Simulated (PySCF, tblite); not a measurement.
# C₄H₆BF₄N: geometry, infrared bands and NMR shifts

Wanted: the infrared bands and NMR shifts of C₄H₆BF₄N (`C=C(BN)[C@@H](F)C(F)(F)F`), by calculation.

Computed with tblite 0.8.0 and PySCF 2.14.0, with density-fitted response routines of our own, on a single molecule in the gas phase. Atoms count from 0, in the outputs and in this text.

### Step 1. The molecule as given

16 atoms, charge 0, multiplicity 1; geometry from: force field or distance geometry start.

Bonds of the start (Å): C0–C1 1.35, C1–B2 1.57, B2–N3 1.51, C1–C4 1.48, C4–F5 1.39, C4–C6 1.54, C6–F7 1.36, C6–F8 1.39, C6–F9 1.39, C0–H10 1.10, C0–H11 1.07, B2–H12 1.18, N3–H13 1.04, N3–H14 1.05, C4–H15 1.10.

### Step 2. Optimising the geometry with GFN2-xTB

The job: settings as JSON, then the geometry in Å.

```
{"job": {"kind": "relax", "xc": "GFN2-xTB", "basis": "xTB"}, "charge": 0, "multiplicity": 1}
C      0.957900    -1.599700     0.127800
C      0.321000    -0.407400     0.041200
B      1.075300     0.827600    -0.555700
N      2.007800     1.667300     0.288500
C     -1.057800    -0.347900     0.564900
F     -1.208100     0.567600     1.593900
C     -2.035300     0.107200    -0.533700
F     -2.046800    -0.736200    -1.604700
F     -3.311300     0.207800     0.012100
F     -1.673800     1.385200    -0.940400
H      0.428700    -2.469600     0.554000
H      1.960900    -1.735200    -0.218600
H      1.332200     0.752700    -1.707100
H      2.966700     1.265600     0.257300
H      1.644400     1.887400     1.244200
H     -1.369300    -1.363400     0.864900
```

Run with:

```sh
$ OMP_NUM_THREADS=1 python probes_run.py task.json out
```

This one command runs all jobs of the session in turn.

**Question.** This job is followed by: GFN2-xTB harmonic vibrations, gas phase; GIAO PBE0/pcSseg-1 NMR shielding, non-relativistic, gas phase. What will the session give for the following? strongest single infrared mode (GFN2-xTB); zero-point energy (GFN2-xTB); 13C shifts against TMS (PBE0/pcSseg-1); 1H shifts against TMS (PBE0/pcSseg-1, means over atoms taken as alike); 11B shifts against BF3·OEt2 (PBE0/pcSseg-1); 15N shifts against NH3 (PBE0/pcSseg-1); 19F shifts against CFCl3 (PBE0/pcSseg-1, means over atoms taken as alike).

The runs gave:

```
                                                                 quantity                             value
                                strongest single infrared mode (GFN2-xTB)              671 cm⁻¹, 260 km/mol
                                             zero-point energy (GFN2-xTB)                     65.4 kcal/mol
                                   13C shifts against TMS (PBE0/pcSseg-1)    151.8, 149.6, 132.4, 101.7 ppm
   1H shifts against TMS (PBE0/pcSseg-1, means over atoms taken as alike)  6.39, 6.33, 5.33, 4.83, 4.80 ppm
                              11B shifts against BF3·OEt2 (PBE0/pcSseg-1)                          34.0 ppm
                                   15N shifts against NH3 (PBE0/pcSseg-1)                         119.4 ppm
19F shifts against CFCl3 (PBE0/pcSseg-1, means over atoms taken as alike)                 -90.5, -228.3 ppm
```

**Reading.** Relaxing lowered the energy by 1.486 eV in 115 steps; the close pair that moved most is B2–N3, from 1.512 to 1.374 Å. No mode is imaginary among the 42: a minimum at this level. The strongest single mode, at 671 cm⁻¹, is spread over several atoms, H14, H13, N3 among them. GFN2-xTB is a fitted tight-binding method: band positions and strengths are rough. Its intensities can rank the bands wrongly.
